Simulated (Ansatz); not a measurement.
This script for the Ansatz DFT code, driven from Python starts 5 runs on Cl3GeH2N, SMILES [NH2][Ge]([Cl])([Cl])[Cl]. What input does the engine get in each?

The script, `cl3geh2n_methods.py`:
```python
from pathlib import Path
import logging
import sys

import ansatz as az
from ase import Atoms
import numpy as np

logging.basicConfig(stream=sys.stdout, format='%(name)s: %(message)s')
log = logging.getLogger('ansatz_job')
log.setLevel(logging.INFO)

config = {
    'basis_set': 'def2-SVP',
}

atoms = Atoms(['N', 'Ge', 'Cl', 'Cl', 'Cl', 'H', 'H'], positions=[
    [-0.478, 0.502, 1.0619],
    [0.1542, -0.4466, -0.374],
    [1.6509, -1.7939, 0.3432],
    [-1.3636, -1.5731, -1.2946],
    [1.024, 0.89, -1.8551],
    [0.2633, 1.1334, 1.4245],
    [-1.1895, 1.2201, 0.6484],
])
cl3geh2n = az.Crystal.molecule_from_ase(atoms)

calc = cl3geh2n.calculation().basis(gaussian=config['basis_set'])

log.info('functional    E (Ha)        dipole (D)   HOMO (eV)  LUMO (eV)')
for name in ['r2scan', 'lda', 'lc_wpbe', 'b3lyp', 'r2scan0']:
    rep = calc.functional(name).forces().orbitals().run(runs_dir='runs').report
    lines = Path(rep['orbitals_path']).read_text().splitlines()
    field_of = lambda key: [line.split('=')[1].strip() for line in lines if line.startswith(key)]
    orbitals = [(27.211386 * float(e), s, float(n)) for e, s, n in zip(field_of('Ene='), field_of('Spin='), field_of('Occup='))]
    homo = max(e for e, _, n in orbitals if n > 0.5)
    lumo = min(e for e, _, n in orbitals if n < 0.5)
    dipole = 4.803205 * np.linalg.norm(rep['charge_distribution']['dipole_moment_e_ang'])
    log.info(f'{name:10s} {rep["free_energy_ev"] / 27.211386246:14.6f} {dipole:9.3f} {homo:11.3f} {lumo:10.3f}')
```

Run 1:
```yaml
crystal:
  periodic: [false, false, false]
  atoms:
    - { symbol: "N", position_ang: [-0.478, 0.502, 1.0619] }
    - { symbol: Ge, position_ang: [0.1542, -0.4466, -0.374] }
    - { symbol: Cl, position_ang: [1.6509, -1.7939, 0.3432] }
    - { symbol: Cl, position_ang: [-1.3636, -1.5731, -1.2946] }
    - { symbol: Cl, position_ang: [1.024, 0.89, -1.8551] }
    - { symbol: H, position_ang: [0.2633, 1.1334, 1.4245] }
    - { symbol: H, position_ang: [-1.1895, 1.2201, 0.6484] }
basis:
  gaussian:
    orbitals: def2-SVP
hamiltonian:
  xc: r2scan
output:
  orbitals: {}
  forces: true
```

Run 2, against run 1:
```diff
-  xc: r2scan
+  xc: lda
```

Run 3, against run 1:
```diff
-  xc: r2scan
+  xc: lc_wpbe
```

Run 4, against run 1:
```diff
-  xc: r2scan
+  xc: b3lyp
```

Run 5, against run 1:
```diff
-  xc: r2scan
+  xc: r2scan0
```

```console
$ python cl3geh2n_methods.py
ansatz_job: functional    E (Ha)        dipole (D)   HOMO (eV)  LUMO (eV)
ansatz_job: r2scan       -3512.849987     2.275      -7.403     -2.101
ansatz_job: lda          -3504.890798     2.211      -7.030     -2.431
ansatz_job: lc_wpbe      -3512.276528     2.288     -11.379      1.029
ansatz_job: b3lyp        -3513.044104     2.143      -8.149     -1.493
ansatz_job: r2scan0      -3512.812678     2.285      -8.807     -1.184
```

Caveats:
- Total energies depend on the basis set; only differences at equal settings carry meaning.
- The geometry is a force-field or estimated start, not a minimum of this method, and the basis set is short of its limit. A lower total doesn't mark the better method: functionals have no common bound, and MP2 and coupled cluster aren't variational.
- b3lyp holds the VWN-RPA fit, as in Gaussian; the form of ORCA and Turbomole is b3lyp5.
- Levels such as HOMO and LUMO are orbital energies: with these approximate functionals they aren't the ionisation energy and electron affinity, and their gap isn't the fundamental gap.
- Timing: 35 s on 1 thread of Arm Neoverse V1, with other jobs on the host, peak memory 0.36 GiB.
